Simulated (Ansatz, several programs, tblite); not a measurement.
Energy against volume for AgCl (started from an entry of an open crystallographic database), at fixed shape and fractional coordinates, computed by several methods (PBE and r2SCAN, where shown, with plane waves in Ansatz); the cell shown is that of r2SCAN. Space group Fm-3m (No. 225), cubic; conventional cell a = 5.546 Å, 21.33 Å³ an atom. Around Ag lie 6 Cl at 2.77 Å; around Cl lie 6 Ag at 2.77 Å. Calculated for a static, non-magnetic cell. Energies count from each curve's lowest point; fits are third-order Birch-Murnaghan.

```xyz
2
Lattice="0.0000 2.7732 2.7732 2.7732 0.0000 2.7732 2.7732 2.7732 0.0000" Properties=species:S:1:pos:R:3 pbc="T T T"
Ag    0.0000    0.0000    0.0000
Cl    2.7732    2.7732    2.7732
```

r2SCAN, on the shape of its own relaxed cell:
```csv
V (Å³/atom),E (meV/atom)
20.047,13.46
20.687,3.09
21.327,0.00
21.967,2.96
22.607,10.92
```
V₀ = 21.31 Å³ an atom and B₀ = 50 GPa.

PBE, on the shape of its own relaxed cell:
```csv
V (Å³/atom),E (meV/atom)
20.753,12.09
21.416,2.88
22.078,0.00
22.740,2.33
23.403,9.01
```
V₀ = 22.09 Å³ an atom and B₀ = 42 GPa.

light PBE (260 eV and a coarse mesh), on the shape of the cell shown:

| V (Å³/atom) | E (meV/atom) |
| --- | --- |
| 19.621 | 40.88 |
| 20.474 | 0.00 |
| 21.327 | 16.99 |
| 22.180 | 13.67 |
| 23.033 | 21.65 |
| 23.886 | 17.31 |

The points scatter about the fit by more than 0.3 meV an atom, since at so low a cutoff the number of plane waves jumps with the volume, so no fit is quoted.

Question: GFN2-xTB (tblite), on the shape of the cell shown, as a cluster of 64 atoms at the zone centre, gives
```csv
V (Å³/atom),E (meV/atom)
18.768,29.06
20.047,0.00
21.327,6.63
22.607,37.36
23.886,85.37
```
What equilibrium volume and bulk modulus follow?

Answer: V₀ = 20.40 Å³ an atom and B₀ = 63 GPa.

GFN1-xTB (tblite), on the shape of the cell shown, as a cluster of 64 atoms at the zone centre:
```csv
V (Å³/atom),E (meV/atom)
18.768,103.60
20.047,27.39
21.327,0.00
22.607,6.34
23.886,35.70
```
V₀ = 21.67 Å³ an atom and B₀ = 64 GPa.
